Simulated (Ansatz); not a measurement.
**Al3GaN4: properties at the relaxed cell**

One table from this session's results is given with a row withheld; the runs are named, their logs left out.

Program: Ansatz 0.2.0. Level of theory: DFT r2SCAN, scalar-relativistic, plane waves, PAW. These are calculated values, not measurements.

1 further run of the same task is left out (set aside as unsound or not needed). Runs told in other sessions of the task aren't counted.

## The system as given

Symmetry: Pm, No. 6, monoclinic system. The conventional cell has a = 5.038 Å, b = 3.125 Å, c = 5.410 Å, α = 90.00°, β = 90.03°, γ = 90.00°. Al (site symmetry m) is surrounded by 4 N at 1.88 to 1.90 Å. Al (site symmetry m) has 4 N at 1.89 to 1.90 Å in its first shell of neighbours. Ga (site symmetry m) is surrounded by 4 N at 1.93 to 1.96 Å. N (site symmetry m) is surrounded by 3 Al at 1.89 Å and 1 Ga at 1.96 Å. Around N (site symmetry m) lie 4 Al at 1.90 Å. Around N (site symmetry m) lie 2 Al at 1.88 to 1.89 Å and 2 Ga at 1.93 Å. Around N (site symmetry m) lie 3 Al at 1.89 to 1.90 Å and 1 Ga at 1.94 Å.

Structure file:

```xyz
8
Lattice="5.0381 0.0000 0.0001 0.0000 3.1249 0.0000 -0.0033 0.0000 5.4104" Properties=species:S:1:pos:R:3 pbc="T T T"
Al    2.5196    1.5625    0.9049
Al    0.0006    1.5625    4.5171
Al    0.0040    0.0000    1.7943
Ga    2.5143    0.0000    3.6045
N     0.5556    0.0000    3.6050
N     0.6175    1.5625    0.9043
N     3.1481    1.5625    4.5485
N     3.1397    0.0000    1.7631
```

It goes back to an entry of the Materials Project, which need not be the stable form.

It is the result of an earlier relaxation at this level (volume 10.65 Å³/atom; gap on the mesh: 4.15 eV).

The first run:

The input, input.yaml:

```yaml
crystal:
  lattice:
    - [4.9871890021, 0.0, 6.0347e-05]
    - [0.0, 3.0933815282, 0.0]
    - [-0.0032575003, 0.0, 5.3557388097]
  atoms:
    - { symbol: Al, position: [0.5002216619, 0.5, 0.1672550746] }
    - { symbol: Al, position: [0.0006683707, 0.5, 0.834901937] }
    - { symbol: Al, position: [0.0010043258, 0.0, 0.331644464] }
    - { symbol: Ga, position: [0.4994946874, 0.0, 0.6662044644] }
    - { symbol: "N", position: [0.1107069787, 0.0, 0.6663170123] }
    - { symbol: "N", position: [0.1226755896, 0.5, 0.1671322915] }
    - { symbol: "N", position: [0.6254135993, 0.5, 0.8406810065] }
    - { symbol: "N", position: [0.6234137867, 0.0, 0.3258647496] }
basis:
  ecutwfc: 500
kpoints:
  mp_grid: { grid: [6, 8, 4] }
hamiltonian:
  xc: r2scan
scf:
  occupations: { method: gaussian, width: 0.02 }
output:
  forces: true
  stress: true
  eigenvalues: true
relax:
  adjacent_minimum: "off"
  f_tol: 0.01
  max_steps: 30
  cell: { stress_tol: 0.1, fix: [volume] }
```

Command:

```
> ansatz run input.yaml --threads 2 --pin off --max-ram 5120MiB --backend cpu --events-out ev --progress --plain --runs-dir out
```

Among the steps run: The cell scaled to 0.97 of its volume; Point at V/V0 = 1.03; Point at V/V0 = 0.94; Volume × 1.06; Volume × 0.91; The cell scaled to 1.10 of its volume; Point at V/V0 = 0.88.

One of the session's tables, all rows but one given; the rest of the session is left out.

It belongs to the step «Energy against volume». 

| volume (Å³/atom) | energy above the lowest point (meV/atom) | pressure (GPa) | gap on the mesh (eV) |
| --- | --- | --- | --- |
| 9.370 | 122.3 | 34.02 | 5.23 |
| 9.689 | 65.2 | 23.53 | 4.95 |
| 10.009 | 27.5 | 14.50 | 4.67 |
| 10.328 | 6.5 | 6.72 | 4.40 |
| 10.647 | 0.0 | 0.01 | 4.15 |
| 10.967 | ? | ? | ? |
| 11.286 | 22.5 | -10.76 | 3.67 |
| 11.712 | 58.8 | -16.35 | 3.37 |

**Question.** Estimate the row for volume (Å³/atom) = 10.967.

Worked estimate for «energy above the lowest point (meV/atom)». A straight line through the neighbours (10.647, 0.0) and (11.286, 22.5) gives 0.0 + (22.5 − 0.0) × (10.967 − 10.647) / (11.286 − 10.647) = 11.3; a parabola fitted to 4 rows on both sides gives 6.1.

As computed: energy above the lowest point (meV/atom): 5.9; pressure (GPa): -5.78; gap on the mesh (eV): 3.90. In «energy above the lowest point (meV/atom)» the line misses by +5.4 and the parabola by +0.2.
